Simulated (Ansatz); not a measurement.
# AsB2H7N2: the cost of one run

All numbers below are computed with Ansatz 0.2.0 (RKS PBE-D4/def2-SVP).

## (1) The structure to begin with

Bond lengths: B1–N2 1.489 Å, N2–B3 1.523 Å, B3–N4 1.477 Å, B3–As5 2.075 Å, B1–H6 1.171 Å, B1–H7 1.229 Å, N2–H8 1.000 Å, N4–H9 1.029 Å, N4–H10 0.978 Å, As5–H11 1.535 Å, As5–H12 1.560 Å. Angles (14 of 15 angles, heavy atoms first): B1–N2–B3 108.3°, N2–B3–N4 124.2°, N2–B3–As5 118.5°, N4–B3–As5 117.3°, B1–N2–H8 109.5°, B3–N2–H8 106.2°, N2–B1–H6 124.7°, N2–B1–H7 119.8°, B3–N4–H9 105.9°, B3–N4–H10 112.1°, B3–As5–H11 91.5°, B3–As5–H12 92.6°, H6–B1–H7 114.6°, H9–N4–H10 112.2°.

As a file:

```xyz
12

B    -0.5077    1.3053    1.6159
N    -0.6523   -0.1426    1.2997
B    -0.0214   -0.4002   -0.0621
N    -0.5452    0.1370   -1.3343
As    1.7046   -1.5490   -0.1532
H    -0.0637    1.7280    2.6133
H    -1.0593    2.1430    0.9053
H    -1.6214   -0.3691    1.2055
H    -0.8054   -0.6817   -1.9001
H     0.1061    0.7082   -1.7878
H     1.1205   -2.4097   -1.2823
H     2.4222   -0.5244   -1.0859
```

## (2) End point A

File input.yaml:

```yaml
crystal:
  periodic: [false, false, false]
  atoms:
    - { symbol: B, position_ang: [-0.5077, 1.3053, 1.6159] }
    - { symbol: "N", position_ang: [-0.6523, -0.1426, 1.2997] }
    - { symbol: B, position_ang: [-0.0214, -0.4002, -0.0621] }
    - { symbol: "N", position_ang: [-0.5452, 0.137, -1.3343] }
    - { symbol: As, position_ang: [1.7046, -1.549, -0.1532] }
    - { symbol: H, position_ang: [-0.0637, 1.728, 2.6133] }
    - { symbol: H, position_ang: [-1.0593, 2.143, 0.9053] }
    - { symbol: H, position_ang: [-1.6214, -0.3691, 1.2055] }
    - { symbol: H, position_ang: [-0.8054, -0.6817, -1.9001] }
    - { symbol: H, position_ang: [0.1061, 0.7082, -1.7878] }
    - { symbol: H, position_ang: [1.1205, -2.4097, -1.2823] }
    - { symbol: H, position_ang: [2.4222, -0.5244, -1.0859] }
basis:
  gaussian: { orbitals: def2-SVP }
hamiltonian:
  xc: pbe
  dispersion: d4
relax:
  f_tol: 0.015
  max_steps: 40
```

The run is started by

```console
$ ansatz run input.yaml --threads 2 --pin off --max-ram 3072MiB --backend cpu --events-out ev --progress --plain --runs-dir out
```

Q: Estimate wall time and peak memory on 2 threads of AMD EPYC 9R45 (Zen 5), shared host.

About 22 s, with a peak of 0.19 GiB.
